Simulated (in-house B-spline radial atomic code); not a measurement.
# Tc⁷⁺: a scan of exact exchange under G0W0

Aim: vary the share of exact exchange in a PBE-based start for Tc⁷⁺ and follow the mean-field level, the G0W0 level and the RPA energy.

Method: RPA, second order, AC-SOSEX and G0W0 (contour deformation) on a scalar-relativistic mean field, all electrons; no spin-orbit coupling, Breit or QED terms, no two-electron picture change. Code: an in-house B-spline radial atomic code, version 1.

### Step 1. The system

- element: technetium (Z = 43)
- charge: +7
- electrons: 36
- configuration: [Ar] 3d10 4s2 4p6
- Hamiltonian: scalar-relativistic (spin-free one-electron X2C), finite nucleus
- shares of exact exchange: 0.00, 0.10, 0.20, 0.30, 0.40, 0.50, 0.60, 0.70, 0.80, 0.90, 1.00

The outer shells:

Tc7+
```
[Ar] core
3d [↑↓][↑↓][↑↓][↑↓][↑↓]
4s [↑↓]
4p [↑↓][↑↓][↑↓]
```

### Step 2. 0 % exact exchange

Settings, as recorded:

```ini
Z = 43
electrons = 36.0
configuration = [Ar] 3d10 4s2 4p6
hamiltonian = x2c
method = pbeh
lmax = 9
exact_exchange_fraction = 0.0
rms_radius = 4.411169945885085
spin_polarised = False
box_radius = 8.41
intervals = 66
```

The run is started by

```sh
python run_gw.py task.json out
```

The settings of every run stand in task.json; they run in order.

Main fields of the result record, rounded:

```text
{
  "status": "converged",
  "energies [hartree]": {
    "mean_field": -4273.357434,
    "exx_total": -4271.811288,
    "exchange": -124.1716801,
    "rpa": -2.7984882,
    "rpa_summed": -2.7623665,
    "direct_second_order": -3.1336612,
    "second_order_exchange": 0.89754575,
    "sosex": 0.84022372
  },
  "rpa_by_multipole [hartree]": [-0.570364, -1.05097, -0.489016, -0.325014, -0.158386, -0.0863041, -0.0427809, -0.0236945, -0.0110033, -0.00383194, -0.000893792, -0.000107297],
  "polarisability [bohr^3: independent particles, RPA]": [2.26443, 1.33356],
  "gap [hartree]": 1.653998,
  "levels [hartree]": [
    {"name": "4p", "occ": 1, "e": -5.22622, "sx": -1.49874, "vxc": -1.150867, "sc": -0.02561906, "z": 0.960507, "qp": -5.60112, "tail": -0.00140816},
    {"name": "3d", "occ": 1, "e": -13.08431, "sx": -4.258506, "vxc": -3.13961, "sc": 0.2696042, "z": 0.9290839, "qp": -13.93632, "tail": -0.002721878},
    {"name": "4d", "occ": 0, "e": -3.572222, "sx": -0.5585034, "vxc": -0.9419656, "sc": -0.09296532, "z": 0.9698114, "qp": -3.283221, "tail": -0.001495615}
  ]
}
```

It took 3.9 s on 1 thread, shared host.

In the record, exx_total is the Hartree-Fock functional on the start's orbitals, rpa_summed the RPA energy up to lmax and rpa the same with the tail beyond it, gap the smallest same-spin excitation energy of the start. For a level, e is the start's value, sx and sc the exchange and correlation self-energies, vxc the start's own term, z the quasi-particle weight, and qp = e + sx − vxc + sc + tail. Deeper levels of weight under 0.85 meet poles of the self-energy and are not shown.

The 4p level moves from -142.21 to -152.41 eV (weight 0.96).

The largest part of the RPA energy comes from multipole 1 (38 % of the sum).

### Step 3. 10 % exact exchange

Changes to the settings of step 2:

```diff
@@ -6,3 +6,3 @@
 lmax = 9
-exact_exchange_fraction = 0.0
+exact_exchange_fraction = 0.1
 rms_radius = 4.411169945885085
```

Results of the run:

```text
{
  "status": "converged",
  "energies [hartree]": {
    "mean_field": -4273.392505,
    "exx_total": -4271.815827,
    "exchange": -124.1810966,
    "rpa": -2.7751706,
    "rpa_summed": -2.7391002,
    "direct_second_order": -3.0992779,
    "second_order_exchange": 0.8883365,
    "sosex": 0.83308757
  },
  "rpa_by_multipole [hartree]": [-0.565377, -1.0409, -0.484922, -0.322337, -0.157493, -0.0859586, -0.042661, -0.0236453, -0.0109839, -0.00382632, -0.000892658, -0.000107244],
  "polarisability [bohr^3: independent particles, RPA]": [2.17351, 1.30196],
  "gap [hartree]": 1.727818,
  "levels [hartree]": [
    {"name": "4p", "occ": 1, "e": -5.267172, "sx": -1.496859, "vxc": -1.189959, "sc": -0.02711939, "z": 0.962762, "qp": -5.602599, "tail": -0.001407543},
    {"name": "3d", "occ": 1, "e": -13.2024, "sx": -4.259079, "vxc": -3.259302, "sc": 0.2564877, "z": 0.9320618, "qp": -13.94841, "tail": -0.002727998},
    {"name": "4d", "occ": 0, "e": -3.539354, "sx": -0.5538641, "vxc": -0.9026799, "sc": -0.09054711, "z": 0.9714455, "qp": -3.282572, "tail": -0.001486653}
  ]
}
```

It took 3.6 s on 1 thread, shared host.

G0W0 moves 4p down by 9.13 eV, to -152.45 eV.

### Step 4. 20 % exact exchange

Changes to the settings of step 3:

```diff
@@ -6,3 +6,3 @@
 lmax = 9
-exact_exchange_fraction = 0.1
+exact_exchange_fraction = 0.2
 rms_radius = 4.411169945885085
```

Results of the run:

```text
{
  "status": "converged",
  "energies [hartree]": {
    "mean_field": -4273.428078,
    "exx_total": -4271.819842,
    "exchange": -124.1904705,
    "rpa": -2.7525705,
    "rpa_summed": -2.7165513,
    "direct_second_order": -3.0663829,
    "second_order_exchange": 0.87954136,
    "sosex": 0.82620776
  },
  "rpa_by_multipole [hartree]": [-0.56049, -1.0312, -0.48095, -0.31975, -0.156617, -0.0856174, -0.0425422, -0.0235965, -0.0109645, -0.00382074, -0.000891527, -0.000107192],
  "polarisability [bohr^3: independent particles, RPA]": [2.08995, 1.27189],
  "gap [hartree]": 1.801465,
  "levels [hartree]": [
    {"name": "4p", "occ": 1, "e": -5.308111, "sx": -1.494999, "vxc": -1.229044, "sc": -0.02845594, "z": 0.9648038, "qp": -5.603928, "tail": -0.00140662},
    {"name": "3d", "occ": 1, "e": -13.32056, "sx": -4.25965, "vxc": -3.379068, "sc": 0.243136, "z": 0.9043056, "qp": -13.96065, "tail": -0.002644261},
    {"name": "4d", "occ": 0, "e": -3.506646, "sx": -0.5492687, "vxc": -0.8637618, "sc": -0.08825361, "z": 0.9729457, "qp": -3.281884, "tail": -0.001477506}
  ]
}
```

Run time: 3.6 s. Hardware: 1 thread, shared host.

G0W0 moves 4p down by 8.05 eV, to -152.49 eV.

### Step 5. 30 % exact exchange

Changes to the settings of step 4:

```diff
@@ -6,3 +6,3 @@
 lmax = 9
-exact_exchange_fraction = 0.2
+exact_exchange_fraction = 0.3
 rms_radius = 4.411169945885085
```

Results of the run:

```text
{
  "status": "converged",
  "energies [hartree]": {
    "mean_field": -4273.46415,
    "exx_total": -4271.823339,
    "exchange": -124.1998021,
    "rpa": -2.7306392,
    "rpa_summed": -2.6946708,
    "direct_second_order": -3.0348403,
    "second_order_exchange": 0.87112166,
    "sosex": 0.81956434
  },
  "rpa_by_multipole [hartree]": [-0.555699, -1.02186, -0.477093, -0.317247, -0.155757, -0.0852804, -0.0424244, -0.023548, -0.0109453, -0.00381517, -0.000890401, -0.000107139],
  "polarisability [bohr^3: independent particles, RPA]": [2.01287, 1.24325],
  "gap [hartree]": 1.874942,
  "levels [hartree]": [
    {"name": "4p", "occ": 1, "e": -5.349036, "sx": -1.493159, "vxc": -1.268123, "sc": -0.0296486, "z": 0.9666605, "qp": -5.605126, "tail": -0.001405434},
    {"name": "3d", "occ": 1, "e": -13.43879, "sx": -4.260218, "vxc": -3.498906, "sc": 0.2386593, "z": 0.8732428, "qp": -13.964, "tail": -0.002550877},
    {"name": "4d", "occ": 0, "e": -3.474094, "sx": -0.5447162, "vxc": -0.8252043, "sc": -0.08607407, "z": 0.974327, "qp": -3.281149, "tail": -0.001468201}
  ]
}
```

Wall time 3.5 s (1 thread, shared host).

G0W0 moves 4p down by 6.97 eV, to -152.52 eV.

### Step 6. 40 % exact exchange

Changes to the settings of step 5:

```diff
@@ -6,3 +6,3 @@
 lmax = 9
-exact_exchange_fraction = 0.3
+exact_exchange_fraction = 0.4
 rms_radius = 4.411169945885085
```

Results of the run:

```text
{
  "status": "converged",
  "energies [hartree]": {
    "mean_field": -4273.500719,
    "exx_total": -4271.826323,
    "exchange": -124.209092,
    "rpa": -2.7093321,
    "rpa_summed": -2.6734145,
    "direct_second_order": -3.0045319,
    "second_order_exchange": 0.86304407,
    "sosex": 0.81313974
  },
  "rpa_by_multipole [hartree]": [-0.551001, -1.01285, -0.473344, -0.31482, -0.154913, -0.0849474, -0.0423075, -0.0234997, -0.0109261, -0.00380961, -0.000889278, -0.000107086],
  "polarisability [bohr^3: independent particles, RPA]": [1.94154, 1.21594],
  "gap [hartree]": 1.94825,
  "levels [hartree]": [
    {"name": "4p", "occ": 1, "e": -5.389948, "sx": -1.491338, "vxc": -1.307194, "sc": -0.03071744, "z": 0.9683557, "qp": -5.606214, "tail": -0.00140386},
    {"name": "3d", "occ": 1, "e": -13.5571, "sx": -4.260784, "vxc": -3.618816, "sc": 0.2249794, "z": 0.8810729, "qp": -13.97666, "tail": -0.00257292},
    {"name": "4d", "occ": 0, "e": -3.441698, "sx": -0.5402056, "vxc": -0.7870003, "sc": -0.08400089, "z": 0.9756025, "qp": -3.280363, "tail": -0.001459078}
  ]
}
```

Run time: 3.5 s. Hardware: 1 thread, shared host.

G0W0 moves 4p down by 5.88 eV, to -152.55 eV.

### Step 7. 50 % exact exchange

Changes to the settings of step 6:

```diff
@@ -6,3 +6,3 @@
 lmax = 9
-exact_exchange_fraction = 0.4
+exact_exchange_fraction = 0.5
 rms_radius = 4.411169945885085
```

Results of the run:

```text
{
  "status": "converged",
  "energies [hartree]": {
    "mean_field": -4273.537781,
    "exx_total": -4271.828798,
    "exchange": -124.2183407,
    "rpa": -2.6886119,
    "rpa_summed": -2.6527449,
    "direct_second_order": -2.9753576,
    "second_order_exchange": 0.85527962,
    "sosex": 0.80691842
  },
  "rpa_by_multipole [hartree]": [-0.546392, -1.00414, -0.469696, -0.312466, -0.154085, -0.0846185, -0.0421917, -0.0234518, -0.0109071, -0.00380409, -0.000888159, -0.000107033],
  "polarisability [bohr^3: independent particles, RPA]": [1.87531, 1.18986],
  "gap [hartree]": 2.021391,
  "levels [hartree]": [
    {"name": "4p", "occ": 1, "e": -5.430847, "sx": -1.489536, "vxc": -1.346258, "sc": -0.03167066, "z": 0.9699089, "qp": -5.607198, "tail": -0.001402396},
    {"name": "4s", "occ": 1, "e": -6.652781, "sx": -1.826988, "vxc": -1.56276, "sc": 0.1833241, "z": 0.8554941, "qp": -6.734885, "tail": -0.00119876},
    {"name": "3d", "occ": 1, "e": -13.67547, "sx": -4.261347, "vxc": -3.738797, "sc": 0.2198662, "z": 0.9132393, "qp": -13.98082, "tail": -0.00266382},
    {"name": "4d", "occ": 0, "e": -3.409456, "sx": -0.5357358, "vxc": -0.7491434, "sc": -0.0820219, "z": 0.9767831, "qp": -3.279519, "tail": -0.001449445}
  ]
}
```

Run time: 3.7 s. Hardware: 1 thread, shared host.

G0W0 moves 4p down by 4.80 eV, to -152.58 eV.

### Step 8. 60 % exact exchange

Changes to the settings of step 7:

```diff
@@ -6,3 +6,3 @@
 lmax = 9
-exact_exchange_fraction = 0.5
+exact_exchange_fraction = 0.6
 rms_radius = 4.411169945885085
```

Results of the run:

```text
{
  "status": "converged",
  "energies [hartree]": {
    "mean_field": -4273.575335,
    "exx_total": -4271.83077,
    "exchange": -124.2275486,
    "rpa": -2.6684427,
    "rpa_summed": -2.632626,
    "direct_second_order": -2.9472272,
    "second_order_exchange": 0.84780301,
    "sosex": 0.80088653
  },
  "rpa_by_multipole [hartree]": [-0.54187, -0.995706, -0.466145, -0.31018, -0.153271, -0.0842935, -0.0420769, -0.0234042, -0.0108881, -0.0037986, -0.000887044, -0.00010698],
  "polarisability [bohr^3: independent particles, RPA]": [1.81366, 1.16493],
  "gap [hartree]": 2.094367,
  "levels [hartree]": [
    {"name": "4p", "occ": 1, "e": -5.471732, "sx": -1.487753, "vxc": -1.385315, "sc": -0.03252394, "z": 0.9713366, "qp": -5.608094, "tail": -0.001400705},
    {"name": "4s", "occ": 1, "e": -6.718242, "sx": -1.824874, "vxc": -1.62611, "sc": 0.1695799, "z": 0.8717715, "qp": -6.748646, "tail": -0.001219665},
    {"name": "3d", "occ": 1, "e": -13.79392, "sx": -4.261907, "vxc": -3.858849, "sc": 0.2097243, "z": 0.9505827, "qp": -13.99002, "tail": -0.002769867},
    {"name": "4d", "occ": 0, "e": -3.377364, "sx": -0.5313058, "vxc": -0.7116272, "sc": -0.08013163, "z": 0.9778784, "qp": -3.278614, "tail": -0.001439736}
  ]
}
```

Wall time 3.6 s (1 thread, shared host).

The 4p level moves from -148.89 to -152.60 eV (weight 0.97).

### Step 9. 70 % exact exchange

Changes to the settings of step 8:

```diff
@@ -6,3 +6,3 @@
 lmax = 9
-exact_exchange_fraction = 0.6
+exact_exchange_fraction = 0.7
 rms_radius = 4.411169945885085
```

Results of the run:

```text
{
  "status": "converged",
  "energies [hartree]": {
    "mean_field": -4273.613378,
    "exx_total": -4271.832244,
    "exchange": -124.2367162,
    "rpa": -2.6487926,
    "rpa_summed": -2.6130261,
    "direct_second_order": -2.9200624,
    "second_order_exchange": 0.84059199,
    "sosex": 0.79503169
  },
  "rpa_by_multipole [hartree]": [-0.537432, -0.987535, -0.462684, -0.307956, -0.152471, -0.0839724, -0.0419629, -0.0233568, -0.0108692, -0.00379313, -0.000885932, -0.000106927],
  "polarisability [bohr^3: independent particles, RPA]": [1.75612, 1.14108],
  "gap [hartree]": 2.16718,
  "levels [hartree]": [
    {"name": "4p", "occ": 1, "e": -5.512604, "sx": -1.485988, "vxc": -1.424366, "sc": -0.03328811, "z": 0.9726531, "qp": -5.608913, "tail": -0.001398826},
    {"name": "4s", "occ": 1, "e": -6.783679, "sx": -1.822776, "vxc": -1.68943, "sc": 0.1574857, "z": 0.885503, "qp": -6.760776, "tail": -0.001235699},
    {"name": "3d", "occ": 1, "e": -13.91243, "sx": -4.262465, "vxc": -3.978971, "sc": 0.2011848, "z": 0.9525436, "qp": -13.99751, "tail": -0.002772971},
    {"name": "4d", "occ": 0, "e": -3.345423, "sx": -0.5269145, "vxc": -0.6744455, "sc": -0.07832339, "z": 0.9788968, "qp": -3.277646, "tail": -0.001429959}
  ]
}
```

Wall time 3.5 s (1 thread, shared host).

G0W0 moves 4p down by 2.62 eV, to -152.63 eV.

### Step 10. 80 % exact exchange

Changes to the settings of step 9:

```diff
@@ -6,3 +6,3 @@
 lmax = 9
-exact_exchange_fraction = 0.7
+exact_exchange_fraction = 0.8
 rms_radius = 4.411169945885085
```

Results of the run:

```text
{
  "status": "converged",
  "energies [hartree]": {
    "mean_field": -4273.651908,
    "exx_total": -4271.833225,
    "exchange": -124.2458439,
    "rpa": -2.629633,
    "rpa_summed": -2.5939164,
    "direct_second_order": -2.8937938,
    "second_order_exchange": 0.83362691,
    "sosex": 0.78934277
  },
  "rpa_by_multipole [hartree]": [-0.533076, -0.979608, -0.459311, -0.305792, -0.151685, -0.0836549, -0.04185, -0.0233098, -0.0108505, -0.00378768, -0.000884825, -0.000106874],
  "polarisability [bohr^3: independent particles, RPA]": [1.70228, 1.11823],
  "gap [hartree]": 2.239832,
  "levels [hartree]": [
    {"name": "4p", "occ": 1, "e": -5.553462, "sx": -1.484241, "vxc": -1.46341, "sc": -0.03397258, "z": 0.9738705, "qp": -5.609663, "tail": -0.001396787},
    {"name": "4s", "occ": 1, "e": -6.849091, "sx": -1.820695, "vxc": -1.75272, "sc": 0.1467784, "z": 0.8971514, "qp": -6.771536, "tail": -0.001247646},
    {"name": "3d", "occ": 1, "e": -14.03101, "sx": -4.26302, "vxc": -4.099163, "sc": 0.1934325, "z": 0.957639, "qp": -14.00422, "tail": -0.002785025},
    {"name": "4d", "occ": 0, "e": -3.31363, "sx": -0.5225607, "vxc": -0.6375924, "sc": -0.07659121, "z": 0.9798458, "qp": -3.27661, "tail": -0.001420122}
  ]
}
```

It took 3.5 s on 1 thread, shared host.

G0W0 moves 4p down by 1.53 eV, to -152.65 eV.

### Step 11. 90 % exact exchange

Changes to the settings of step 10:

```diff
@@ -6,3 +6,3 @@
 lmax = 9
-exact_exchange_fraction = 0.8
+exact_exchange_fraction = 0.9
 rms_radius = 4.411169945885085
```

Results of the run:

```text
{
  "status": "converged",
  "energies [hartree]": {
    "mean_field": -4273.690922,
    "exx_total": -4271.833718,
    "exchange": -124.2549323,
    "rpa": -2.6109377,
    "rpa_summed": -2.5752708,
    "direct_second_order": -2.8683597,
    "second_order_exchange": 0.82689028,
    "sosex": 0.78380975
  },
  "rpa_by_multipole [hartree]": [-0.528799, -0.97191, -0.456019, -0.303684, -0.150913, -0.0833412, -0.0417379, -0.023263, -0.0108318, -0.00378225, -0.000883721, -0.000106821],
  "polarisability [bohr^3: independent particles, RPA]": [1.65178, 1.09633],
  "gap [hartree]": 2.312324,
  "levels [hartree]": [
    {"name": "4p", "occ": 1, "e": -5.594307, "sx": -1.482512, "vxc": -1.502447, "sc": -0.03458555, "z": 0.9749991, "qp": -5.610352, "tail": -0.001394613},
    {"name": "4s", "occ": 1, "e": -6.914478, "sx": -1.818631, "vxc": -1.815982, "sc": 0.1372425, "z": 0.9070931, "qp": -6.781144, "tail": -0.001258792},
    {"name": "3d", "occ": 1, "e": -14.14966, "sx": -4.263573, "vxc": -4.219424, "sc": 0.1856392, "z": 0.9520621, "qp": -14.01094, "tail": -0.00276617},
    {"name": "4d", "occ": 0, "e": -3.281984, "sx": -0.5182434, "vxc": -0.6010621, "sc": -0.0749297, "z": 0.9807317, "qp": -3.275505, "tail": -0.001410231}
  ]
}
```

It took 3.5 s on 1 thread, shared host.

G0W0 moves 4p down by 0.437 eV, to -152.67 eV.

### Step 12. 100 % exact exchange

Changes to the settings of step 11:

```diff
@@ -6,3 +6,3 @@
 lmax = 9
-exact_exchange_fraction = 0.9
+exact_exchange_fraction = 1.0
 rms_radius = 4.411169945885085
```

Results of the run:

```text
{
  "status": "converged",
  "energies [hartree]": {
    "mean_field": -4273.730418,
    "exx_total": -4271.833728,
    "exchange": -124.2639817,
    "rpa": -2.5926826,
    "rpa_summed": -2.5570653,
    "direct_second_order": -2.843705,
    "second_order_exchange": 0.82036652,
    "sosex": 0.77842352
  },
  "rpa_by_multipole [hartree]": [-0.524598, -0.964428, -0.452805, -0.301628, -0.150153, -0.083031, -0.0416267, -0.0232165, -0.0108132, -0.00377684, -0.000882621, -0.000106768],
  "polarisability [bohr^3: independent particles, RPA]": [1.60433, 1.07531],
  "gap [hartree]": 2.384657,
  "levels [hartree]": [
    {"name": "4p", "occ": 1, "e": -5.635139, "sx": -1.4808, "vxc": -1.541478, "sc": -0.03513422, "z": 0.9760482, "qp": -5.610987, "tail": -0.001392325},
    {"name": "4s", "occ": 1, "e": -6.979841, "sx": -1.816584, "vxc": -1.879215, "sc": 0.1287043, "z": 0.9156298, "qp": -6.789772, "tail": -0.001267125},
    {"name": "3d", "occ": 1, "e": -14.26838, "sx": -4.264124, "vxc": -4.339753, "sc": 0.1792152, "z": 0.9273169, "qp": -14.01622, "tail": -0.002691166},
    {"name": "4d", "occ": 0, "e": -3.250482, "sx": -0.5139614, "vxc": -0.5648493, "sc": -0.07333401, "z": 0.9815605, "qp": -3.274329, "tail": -0.001400292}
  ]
}
```

It took 3.5 s on 1 thread, shared host.

G0W0 moves 4p up by 0.657 eV, to -152.68 eV.

### Step 13. The members side by side

| share | level | mean field (eV) | G0W0 (eV) | weight | RPA (hartree) | RPA+SOSEX (hartree) | α, direct RPA (bohr³) | time | miss (eV) |
| --- | --- | --- | --- | --- | --- | --- | --- | --- | --- |
| 0.00 | 4p | -142.21 | -152.41 | 0.961 | -2.79849 | -1.95826 | 1.334 | 3.9 s | +2.41 |
| 0.10 | 4p | -143.33 | -152.45 | 0.963 | -2.77517 | -1.94208 | 1.302 | 3.6 s | +2.45 |
| 0.20 | 4p | -144.44 | -152.49 | 0.965 | -2.75257 | -1.92636 | 1.272 | 3.6 s | +2.49 |
| 0.30 | 4p | -145.55 | -152.52 | 0.967 | -2.73064 | -1.91107 | 1.243 | 3.5 s | +2.52 |
| 0.40 | 4p | -146.67 | -152.55 | 0.968 | -2.70933 | -1.89619 | 1.216 | 3.5 s | +2.55 |
| 0.50 | 4p | -147.78 | -152.58 | 0.970 | -2.68861 | -1.88169 | 1.190 | 3.7 s | +2.58 |
| 0.60 | 4p | -148.89 | -152.60 | 0.971 | -2.66844 | -1.86756 | 1.165 | 3.6 s | +2.60 |
| 0.70 | 4p | -150.01 | -152.63 | 0.973 | -2.64879 | -1.85376 | 1.141 | 3.5 s | +2.63 |
| 0.80 | 4p | -151.12 | -152.65 | 0.974 | -2.62963 | -1.84029 | 1.118 | 3.5 s | +2.65 |
| 0.90 | 4p | -152.23 | -152.67 | 0.975 | -2.61094 | -1.82713 | 1.096 | 3.5 s | +2.67 |
| 1.00 | 4p | -153.34 | -152.68 | 0.976 | -2.59268 | -1.81426 | 1.075 | 3.5 s | +2.68 |

The miss is the G0W0 removal energy (the level with its sign changed) less the tabulated theoretical ionisation energy, 150.00 ± 2 eV. Times are single runs on a shared host.

### Step 14. What came out

| quantity | value |
| --- | --- |
| highest level, mean field (range over the runs) | -153.34 to -142.21 eV |
| highest level, G0W0 (range over the runs) | -152.68 to -152.41 eV |
| RPA correlation energy | -2.798 to -2.593 hartree |
| RPA+SOSEX | -1.9583 to -1.8143 hartree |
| tabulated theoretical ionisation energy (4p shell) | 150.00 ± 2 eV (NIST Atomic Spectra Database, ionization energies) |
| G0W0 removal energy less that value | +2.41 to +2.68 eV |

What this shows: Across the starts the mean-field level varies by 11.1 eV and the G0W0 level by 0.27 eV (2.4 % as much). Without exact exchange the level is bound too weakly, and G0W0 lowers it by 10 eV. The correction changes sign near 94 % exact exchange, where the start's level already equals its G0W0 level. The RPA energy is largest in size at 0 % exact exchange and smallest at 100 % exact exchange, 7.4 % apart; over the runs it loosely follows the gap of the start, as smaller excitation energies give more correlation. All runs miss the tabulated theoretical ionisation energy, 150.00 ± 2 eV, by about +2.58 eV (+1.7 %), far more than they differ among themselves. The tabulated value's own uncertainty covers most of the miss, so the miss is not established.
